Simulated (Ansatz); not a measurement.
# Ru: a line through a two-coordinate scan

Aim: follow the energy of Ru (P6_3/mmc, No. 194; 2 atoms in the cell) along one coordinate, amplitude of mode 5 (203 cm⁻¹), with the other held at equal normal strain along x and y = −4 %.

Program: Ansatz 0.2.0. Level of theory: DFT LDA, scalar-relativistic, plane waves, PAW. These are calculated values, not measurements.

3 further runs of the same task are left out: 3 set aside as unsound or not needed.

## (1) The system as given

The structure is hexagonal, space group P6_3/mmc (No. 194). The conventional cell has a = 2.674 Å, b = 2.674 Å, c = 4.227 Å, α = 90.00°, β = 90.00°, γ = 120.00°. Around Ru (site symmetry -6m2) lie 12 Ru at 2.62 to 2.67 Å.

Coordinates:

```cif
data_structure
_symmetry_space_group_name_H-M 'P6_3/mmc'
_symmetry_Int_Tables_number 194
_cell_length_a 2.6741
_cell_length_b 2.6741
_cell_length_c 4.2268
_cell_angle_alpha 90.000
_cell_angle_beta 90.000
_cell_angle_gamma 120.000
_cell_volume 26.17
loop_
_atom_site_label
_atom_site_type_symbol
_atom_site_symmetry_multiplicity
_atom_site_Wyckoff_symbol
_atom_site_fract_x
_atom_site_fract_y
_atom_site_fract_z
_atom_site_occupancy
Ru1 Ru 2 c 0.33333 0.66667 0.25000 1
```

This cell was relaxed beforehand with the same method: volume 13.09 Å³/atom, gap on the mesh none (metal).

## (2) Plan of the line

The energy is mapped over a normal mode and a strain (zone-centre modes of the cell shown) (x along [1 0 0], y along [1 2 0], z along [0 0 1] of the conventional cell).

- amplitude of mode 5 (203 cm⁻¹), largest displacement in the unstrained cell: 5 values from −0.14 to 0.14 Å
- equal normal strain along x and y: 5 values from −4 to 4 %

Nothing else is relaxed (the pattern is fixed in fractional coordinates). Energies count from the relaxed high-symmetry cell. Points are written as (first, second).

The modes come from a phonon run on the reference cell, made beforehand.

The patterns, per unit of each coordinate (Å):

```tsv
atom	x1	y1	z1
Ru1	0.000	1.000	0.000
Ru2	0.000	-1.000	0.000
```

## (3) The run at (−0.14 Å, −4 %)

The input, input.yaml:

```yaml
crystal:
  lattice:
    - [2.5670964504, 0.0, 0.0]
    - [-1.2835482252, 2.22317074, 0.0]
    - [0.0, 0.0, 4.2267610266]
  atoms:
    - { symbol: Ru, position: [0.3031062353, 0.6062124705, 0.25] }
    - { symbol: Ru, position: [0.6968937647, 0.3937875295, 0.75] }
basis:
  ecutwfc: 420
kpoints:
  mp_grid: { grid: [21, 21, 10] }
hamiltonian:
  xc: lda
  pseudopotentials: { kind: paw, azcp: { folder: soft_1 } }
scf:
  occupations: { method: gaussian, width: 0.15 }
output:
  forces: true
  stress: true
  eigenvalues: true
```

Command:

```
ansatz run input.yaml --threads 1 --pin off --max-ram 2048MiB --backend cpu --events-out ev --progress --plain --runs-dir out
```

Standard output, cut to the lines that bear on the results:

```text
Warning: <dir> the record states the generating functional pbe (its physics header spells it `PBE`), which answers neither for hamiltonian.xc's functional nor for the lda family's — results may be inconsistent (PPs are generated against a specific XC)
Warning: RAYON_NUM_THREADS=1 ignored (pool sized by the plan → 1); use --threads N
[...]
Pseudopotentials: kind: paw
Pseudopotential: Ru, paw, valence charge 16, recommended cutoff 420 eV (normal), <dir>
Functional definition: SPW92
[...]
Crystal: 2 atoms, lattice volume = 24.123 Å³
Basis set: ecut = 420 eV, 465 PW (Γ)
Bands: 20, of which v1, the nominal top of the filled ones, is band 16 counted from 1 (15 counted from 0)
Symmetry: 8 space group operations
Space group: Cmcm (ITA 63), of the structure as read, at distance tolerance 2.9e-5 Å
k-points: 726 of 4410
[...]
SCF iter   1: F=—  HF=-11517.342739 eV  |F-HF|=—  |Δ(HF+E_count)|=         —  Δρ=1.28e-1  dr2=3.43e0  ethr=3.10e-3  ⟨swp⟩=5.0  Hψ=57436  notcnv=0
[...]
SCF iter   6: F=-11516.085036 eV  HF=-11516.085037 eV  |F-HF|=7.86e-8  |Δ(HF+E_count)|=   7.49e-7  Δρ=2.61e-5  dr2=9.75e-8  ethr=3.13e-10  ⟨swp⟩=3.9  Hψ=68063  notcnv=0
[...]
SCF converged after 6 iterations
Free energy (F): -11516.085036 eV
[...]
E sigma→0 (E₀):  -11516.076244 eV
Entropy (-TS):   -0.017585 eV (-8.793 meV/atom)
Fermi energy:    26.671316 eV
[...]
--- Forces (eV/Å), atoms counted from 1 ---
  atom   1  Ru     0.00000000     2.33571715     0.00000000
  atom   2  Ru     0.00000000    -2.33571715     0.00000000
[...]
--- Stress (GPa, compression-positive) ---
       53.633676       0.000000       0.000000
        0.000000      37.028239       0.000000
        0.000000       0.000000      30.645526
  P = ⅓ Tr σ = 40.4358 GPa (404.358 kbar)
--- Band table (eV; the first three rows and the last of 726) ---
  k-point 0: bands = ["-46.6526", "-46.3470", "-17.4188", "-16.0699", "-15.8778", "-15.8390", "-15.7850", "-15.7430", "17.8760", "19.4443", "22.7241", "23.3470", "23.8838", "24.3733", "24.5210", "24.5432", "26.3900", "26.9516", "27.5888", "29.0072"]
[...]
```

It took 27 s on 1 thread of Arm Neoverse N1, shared host; peak memory 0.52 GiB.

On the map this point reads 0.585 eV.

## (4) The run at (−0.07 Å, −4 %)

input.yaml: that of step 3 with these lines changed.

```diff
@@ -6,4 +6,4 @@
   atoms:
-    - { symbol: Ru, position: [0.3031062353, 0.6062124705, 0.25] }
-    - { symbol: Ru, position: [0.6968937647, 0.3937875295, 0.75] }
+    - { symbol: Ru, position: [0.3182197843, 0.6364395686, 0.25] }
+    - { symbol: Ru, position: [0.6817802157, 0.3635604314, 0.75] }
 basis:
```

Command:

```
ansatz run input.yaml --threads 1 --pin off --max-ram 2048MiB --backend cpu --events-out ev --progress --plain --runs-dir out
```

Standard output, cut to the lines that bear on the results:

```text
Warning: <dir> the record states the generating functional pbe (its physics header spells it `PBE`), which answers neither for hamiltonian.xc's functional nor for the lda family's — results may be inconsistent (PPs are generated against a specific XC)
Warning: RAYON_NUM_THREADS=1 ignored (pool sized by the plan → 1); use --threads N
[...]
Pseudopotentials: kind: paw
Pseudopotential: Ru, paw, valence charge 16, recommended cutoff 420 eV (normal), <dir>
Functional definition: SPW92
[...]
Crystal: 2 atoms, lattice volume = 24.123 Å³
Basis set: ecut = 420 eV, 465 PW (Γ)
Bands: 20, of which v1, the nominal top of the filled ones, is band 16 counted from 1 (15 counted from 0)
Symmetry: 8 space group operations
Space group: Cmcm (ITA 63), of the structure as read, at distance tolerance 2.9e-5 Å
k-points: 726 of 4410
[...]
SCF iter   1: F=—  HF=-11517.621955 eV  |F-HF|=—  |Δ(HF+E_count)|=         —  Δρ=1.29e-1  dr2=3.54e0  ethr=3.10e-3  ⟨swp⟩=5.0  Hψ=57492  notcnv=0
[...]
SCF iter   6: F=-11516.323822 eV  HF=-11516.323822 eV  |F-HF|=5.77e-8  |Δ(HF+E_count)|=   2.11e-6  Δρ=2.63e-5  dr2=7.78e-8  ethr=3.13e-10  ⟨swp⟩=4.1  Hψ=68736  notcnv=0
[...]
SCF converged after 6 iterations
Free energy (F): -11516.323822 eV
[...]
E sigma→0 (E₀):  -11516.315612 eV
Entropy (-TS):   -0.016421 eV (-8.210 meV/atom)
Fermi energy:    26.612471 eV
[...]
--- Forces (eV/Å), atoms counted from 1 ---
  atom   1  Ru     0.00000000     1.20466015     0.00000000
  atom   2  Ru     0.00000000    -1.20466015     0.00000000
[...]
--- Stress (GPa, compression-positive) ---
       49.442777       0.000000       0.000000
        0.000000      41.231021       0.000000
        0.000000       0.000000      22.081751
  P = ⅓ Tr σ = 37.5852 GPa (375.852 kbar)
--- Band table (eV; the first three rows and the last of 726) ---
  k-point 0: bands = ["-46.6681", "-46.3734", "-17.3977", "-16.0538", "-15.9509", "-15.8298", "-15.8189", "-15.7871", "17.8701", "19.4336", "23.0857", "23.4199", "23.6594", "24.2177", "24.3875", "24.8756", "25.8097", "27.4970", "27.5812", "28.5438"]
[...]
```

It took 28 s on 1 thread of Arm Neoverse N1, shared host; peak memory 0.52 GiB.

That is 0.346 eV from the zero.

## (5) Grid point (0.00 Å, −4 %)

input.yaml: that of step 4 with these lines changed.

```diff
@@ -6,4 +6,4 @@
   atoms:
-    - { symbol: Ru, position: [0.3182197843, 0.6364395686, 0.25] }
-    - { symbol: Ru, position: [0.6817802157, 0.3635604314, 0.75] }
+    - { symbol: Ru, position: [0.3333333333, 0.6666666667, 0.25] }
+    - { symbol: Ru, position: [0.6666666667, 0.3333333333, 0.75] }
 basis:
```

Command:

```
ansatz run input.yaml --threads 1 --pin off --max-ram 2048MiB --backend cpu --events-out ev --progress --plain --runs-dir out
```

Standard output, cut to the lines that bear on the results:

```text
Warning: <dir> the record states the generating functional pbe (its physics header spells it `PBE`), which answers neither for hamiltonian.xc's functional nor for the lda family's — results may be inconsistent (PPs are generated against a specific XC)
Warning: RAYON_NUM_THREADS=1 ignored (pool sized by the plan → 1); use --threads N
[...]
Pseudopotentials: kind: paw
Pseudopotential: Ru, paw, valence charge 16, recommended cutoff 420 eV (normal), <dir>
Functional definition: SPW92
[...]
Crystal: 2 atoms, lattice volume = 24.123 Å³
Basis set: ecut = 420 eV, 465 PW (Γ)
Bands: 20, of which v1, the nominal top of the filled ones, is band 16 counted from 1 (15 counted from 0)
Symmetry: 24 space group operations
Space group: P63/mmc (ITA 194), of the structure as read, at distance tolerance 2.9e-5 Å
k-points: 288 of 4410
[...]
SCF iter   1: F=—  HF=-11517.719732 eV  |F-HF|=—  |Δ(HF+E_count)|=         —  Δρ=1.30e-1  dr2=3.58e0  ethr=3.10e-3  ⟨swp⟩=4.9  Hψ=22818  notcnv=0
[...]
SCF iter   6: F=-11516.405961 eV  HF=-11516.405961 eV  |F-HF|=1.93e-8  |Δ(HF+E_count)|=   7.24e-7  Δρ=1.36e-5  dr2=2.62e-8  ethr=3.13e-10  ⟨swp⟩=3.9  Hψ=26662  notcnv=0
[...]
SCF converged after 6 iterations
Free energy (F): -11516.405961 eV
[...]
E sigma→0 (E₀):  -11516.398545 eV
Entropy (-TS):   -0.014833 eV (-7.416 meV/atom)
Fermi energy:    26.607531 eV
[...]
--- Forces (eV/Å), atoms counted from 1 ---
  atom   1  Ru     0.00000000     0.00000000     0.00000000
  atom   2  Ru     0.00000000    -0.00000000     0.00000000
[...]
--- Stress (GPa, compression-positive) ---
       45.035062       0.000000       0.000000
        0.000000      45.035062       0.000000
        0.000000       0.000000      19.412073
  P = ⅓ Tr σ = 36.4941 GPa (364.941 kbar)
--- Band table (eV; the first three rows and the last of 288) ---
  k-point 0: bands = ["-46.6717", "-46.3814", "-17.3881", "-16.0107", "-16.0107", "-15.8322", "-15.8120", "-15.8120", "17.8677", "19.4279", "23.2537", "23.5138", "23.5138", "24.2352", "24.2352", "25.2987", "25.2987", "27.5771", "28.0425", "28.0425"]
[...]
```

It took 11 s on 1 thread of Arm Neoverse N1, shared host; peak memory 0.36 GiB.

On the map this point reads 0.264 eV.

## (6) Variant: occupations.width 0.1

input.yaml: that of step 5 with these lines changed.

```diff
@@ -16,6 +16,6 @@
 scf:
-  occupations: { method: gaussian, width: 0.15 }
+  occupations: { method: gaussian, width: 0.1 }
 output:
   forces: true
+  eigenvalues: true
   stress: true
-  eigenvalues: true
```

Command:

```
ansatz run input.yaml --threads 1 --pin off --max-ram 2048MiB --backend cpu --events-out ev --progress --plain --runs-dir out
```

Standard output, cut to the lines that bear on the results:

```text
Warning: <dir> the record states the generating functional pbe (its physics header spells it `PBE`), which answers neither for hamiltonian.xc's functional nor for the lda family's — results may be inconsistent (PPs are generated against a specific XC)
Warning: RAYON_NUM_THREADS=1 ignored (pool sized by the plan → 1); use --threads N
[...]
Pseudopotentials: kind: paw
Pseudopotential: Ru, paw, valence charge 16, recommended cutoff 420 eV (normal), <dir>
Functional definition: SPW92
[...]
Crystal: 2 atoms, lattice volume = 24.123 Å³
Basis set: ecut = 420 eV, 465 PW (Γ)
Bands: 20, of which v1, the nominal top of the filled ones, is band 16 counted from 1 (15 counted from 0)
Symmetry: 24 space group operations
Space group: P63/mmc (ITA 194), of the structure as read, at distance tolerance 2.9e-5 Å
k-points: 288 of 4410
[...]
SCF iter   1: F=—  HF=-11517.716307 eV  |F-HF|=—  |Δ(HF+E_count)|=         —  Δρ=1.30e-1  dr2=3.58e0  ethr=3.10e-3  ⟨swp⟩=5.0  Hψ=22992  notcnv=0
[...]
SCF iter   6: F=-11516.401835 eV  HF=-11516.401835 eV  |F-HF|=7.54e-9  |Δ(HF+E_count)|=   7.49e-7  Δρ=7.84e-6  dr2=1.07e-8  ethr=3.13e-10  ⟨swp⟩=4.1  Hψ=26766  notcnv=0
[...]
SCF converged after 6 iterations
Free energy (F): -11516.401835 eV
[...]
E sigma→0 (E₀):  -11516.398516 eV
Entropy (-TS):   -0.006638 eV (-3.319 meV/atom)
Fermi energy:    26.609779 eV
[...]
--- Forces (eV/Å), atoms counted from 1 ---
  atom   1  Ru     0.00000000     0.00000000     0.00000000
  atom   2  Ru     0.00000000    -0.00000000     0.00000000
[...]
--- Stress (GPa, compression-positive) ---
       44.908756      -0.000000       0.000000
        0.000000      44.908756       0.000000
        0.000000       0.000000      19.572486
  P = ⅓ Tr σ = 36.4633 GPa (364.633 kbar)
--- Band table (eV; the first three rows and the last of 288) ---
  k-point 0: bands = ["-46.6727", "-46.3825", "-17.3881", "-16.0121", "-16.0121", "-15.8323", "-15.8135", "-15.8135", "17.8677", "19.4277", "23.2537", "23.5127", "23.5127", "24.2340", "24.2340", "25.2984", "25.2984", "27.5774", "28.0421", "28.0421"]
[...]
```

It took 11 s on 1 thread of Arm Neoverse N1, shared host; peak memory 0.36 GiB.

```tsv
run	ending	energy change	pressure (GPa)	gap (eV)	force (eV/Å)	cycles	time
step 5	converged	0	36.5	0.00	0.00	6	11 s
variant	converged	0.0 meV/atom (σ→0)	36.5	0.00	0.00	6	11 s
```

Changing the smearing hardly moves the energy: 0.0 meV/atom.

## (7) Grid point (0.07 Å, −4 %)

input.yaml: that of step 5 with these lines changed.

```diff
@@ -6,4 +6,4 @@
   atoms:
-    - { symbol: Ru, position: [0.3333333333, 0.6666666667, 0.25] }
-    - { symbol: Ru, position: [0.6666666667, 0.3333333333, 0.75] }
+    - { symbol: Ru, position: [0.3484468824, 0.6968937647, 0.25] }
+    - { symbol: Ru, position: [0.6515531176, 0.3031062353, 0.75] }
 basis:
```

Command:

```
ansatz run input.yaml --threads 1 --pin off --max-ram 2048MiB --backend cpu --events-out ev --progress --plain --runs-dir out
```

Standard output, cut to the lines that bear on the results:

```text
Warning: <dir> the record states the generating functional pbe (its physics header spells it `PBE`), which answers neither for hamiltonian.xc's functional nor for the lda family's — results may be inconsistent (PPs are generated against a specific XC)
Warning: RAYON_NUM_THREADS=1 ignored (pool sized by the plan → 1); use --threads N
[...]
Pseudopotentials: kind: paw
Pseudopotential: Ru, paw, valence charge 16, recommended cutoff 420 eV (normal), <dir>
Functional definition: SPW92
[...]
Crystal: 2 atoms, lattice volume = 24.123 Å³
Basis set: ecut = 420 eV, 465 PW (Γ)
Bands: 20, of which v1, the nominal top of the filled ones, is band 16 counted from 1 (15 counted from 0)
Symmetry: 8 space group operations
Space group: Cmcm (ITA 63), of the structure as read, at distance tolerance 2.9e-5 Å
k-points: 726 of 4410
[...]
SCF iter   1: F=—  HF=-11517.623578 eV  |F-HF|=—  |Δ(HF+E_count)|=         —  Δρ=1.30e-1  dr2=3.55e0  ethr=3.10e-3  ⟨swp⟩=5.0  Hψ=57596  notcnv=0
[...]
SCF iter   6: F=-11516.326391 eV  HF=-11516.326391 eV  |F-HF|=7.63e-8  |Δ(HF+E_count)|=   1.01e-6  Δρ=2.64e-5  dr2=9.69e-8  ethr=3.13e-10  ⟨swp⟩=4.1  Hψ=68646  notcnv=0
[...]
SCF converged after 6 iterations
Free energy (F): -11516.326391 eV
[...]
E sigma→0 (E₀):  -11516.318402 eV
Entropy (-TS):   -0.015977 eV (-7.989 meV/atom)
Fermi energy:    26.617945 eV
[...]
--- Forces (eV/Å), atoms counted from 1 ---
  atom   1  Ru     0.00000000    -1.15431179     0.00000000
  atom   2  Ru     0.00000000     1.15431179     0.00000000
[...]
--- Stress (GPa, compression-positive) ---
       41.572850       0.000000       0.000000
        0.000000      49.254886       0.000000
        0.000000       0.000000      22.114615
  P = ⅓ Tr σ = 37.6474 GPa (376.474 kbar)
--- Band table (eV; the first three rows and the last of 726) ---
  k-point 0: bands = ["-46.6674", "-46.3713", "-17.4019", "-16.0503", "-15.9487", "-15.8235", "-15.8165", "-15.7907", "17.8707", "19.4420", "23.1157", "23.4602", "23.6241", "24.0914", "24.4662", "24.9218", "25.7770", "27.5224", "27.5815", "28.4860"]
[...]
```

It took 28 s on 1 thread of Arm Neoverse N1, shared host; peak memory 0.52 GiB.

On the map this point reads 0.344 eV.

## (8) Grid point (0.14 Å, −4 %)

input.yaml: that of step 7 with these lines changed.

```diff
@@ -6,4 +6,4 @@
   atoms:
-    - { symbol: Ru, position: [0.3484468824, 0.6968937647, 0.25] }
-    - { symbol: Ru, position: [0.6515531176, 0.3031062353, 0.75] }
+    - { symbol: Ru, position: [0.3635604314, 0.7271208628, 0.25] }
+    - { symbol: Ru, position: [0.6364395686, 0.2728791372, 0.75] }
 basis:
```

Command:

```
ansatz run input.yaml --threads 1 --pin off --max-ram 2048MiB --backend cpu --events-out ev --progress --plain --runs-dir out
```

Standard output, cut to the lines that bear on the results:

```text
Warning: <dir> the record states the generating functional pbe (its physics header spells it `PBE`), which answers neither for hamiltonian.xc's functional nor for the lda family's — results may be inconsistent (PPs are generated against a specific XC)
Warning: RAYON_NUM_THREADS=1 ignored (pool sized by the plan → 1); use --threads N
[...]
Pseudopotentials: kind: paw
Pseudopotential: Ru, paw, valence charge 16, recommended cutoff 420 eV (normal), <dir>
Functional definition: SPW92
[...]
Crystal: 2 atoms, lattice volume = 24.123 Å³
Basis set: ecut = 420 eV, 465 PW (Γ)
Bands: 20, of which v1, the nominal top of the filled ones, is band 16 counted from 1 (15 counted from 0)
Symmetry: 8 space group operations
Space group: Cmcm (ITA 63), of the structure as read, at distance tolerance 2.9e-5 Å
k-points: 726 of 4410
[...]
SCF iter   1: F=—  HF=-11517.354064 eV  |F-HF|=—  |Δ(HF+E_count)|=         —  Δρ=1.28e-1  dr2=3.42e0  ethr=3.10e-3  ⟨swp⟩=5.0  Hψ=57314  notcnv=0
[...]
SCF iter   6: F=-11516.104111 eV  HF=-11516.104111 eV  |F-HF|=5.20e-8  |Δ(HF+E_count)|=   1.10e-6  Δρ=2.76e-5  dr2=7.40e-8  ethr=3.13e-10  ⟨swp⟩=4.2  Hψ=70022  notcnv=0
[...]
SCF converged after 6 iterations
Free energy (F): -11516.104111 eV
[...]
E sigma→0 (E₀):  -11516.095212 eV
Entropy (-TS):   -0.017797 eV (-8.899 meV/atom)
Fermi energy:    26.673084 eV
[...]
--- Forces (eV/Å), atoms counted from 1 ---
  atom   1  Ru     0.00000000    -2.12774349     0.00000000
  atom   2  Ru     0.00000000     2.12774349     0.00000000
[...]
--- Stress (GPa, compression-positive) ---
       39.038874       0.000000       0.000000
        0.000000      53.676731       0.000000
        0.000000       0.000000      30.652676
  P = ⅓ Tr σ = 41.1228 GPa (411.228 kbar)
--- Band table (eV; the first three rows and the last of 726) ---
  k-point 0: bands = ["-46.6598", "-46.3443", "-17.4580", "-16.0648", "-15.8673", "-15.8191", "-15.7736", "-15.7713", "17.8803", "19.5025", "22.8176", "23.4986", "23.7533", "23.9634", "24.6956", "24.7170", "26.2942", "26.9942", "27.5945", "28.7026"]
[...]
```

It took 27 s on 1 thread of Arm Neoverse N1, shared host; peak memory 0.52 GiB.

On the map this point reads 0.566 eV.

## (9) Results

| amplitude of mode 5 (203 cm⁻¹), largest displacement in the unstrained cell (Å) | step | energy (eV) | slope (eV per Å) | pressure (GPa) | largest force on an atom (eV/Å) |
| --- | --- | --- | --- | --- | --- |
| −0.14 | 3 | 0.585 | −4.5 | 40.44 | 2.34 |
| −0.07 | 4 | 0.346 | −2.3 | 37.59 | 1.21 |
| 0.00 | 5 | 0.264 | 0.0 | 36.49 | 0.00 |
| 0.07 | 7 | 0.344 | 2.2 | 37.65 | 1.15 |
| 0.14 | 8 | 0.566 | 4.1 | 41.12 | 2.13 |

Energies count from the relaxed high-symmetry cell. Slopes come from the forces (and the stress, where the cell changes), not from differences of energies.

```tsv
run	outcome
step 6, run with occupations.width 0.1 (against step 5)	0.0 meV/atom
```

**Reading.** The lowest point of the line is at 0.00 Å, 0.264 eV from the zero. A fit to energies and slopes at the lowest point and its two neighbours puts the minimum at 0.000 Å, with a curvature of about 34 eV per Å². The highest point computed, at −0.14 Å, lies 0.321 eV above the lowest. This is one cut through a surface in two coordinates; the map's lowest point lies off it. With the other coordinates free, the energies away from the reference would be the same or lower.
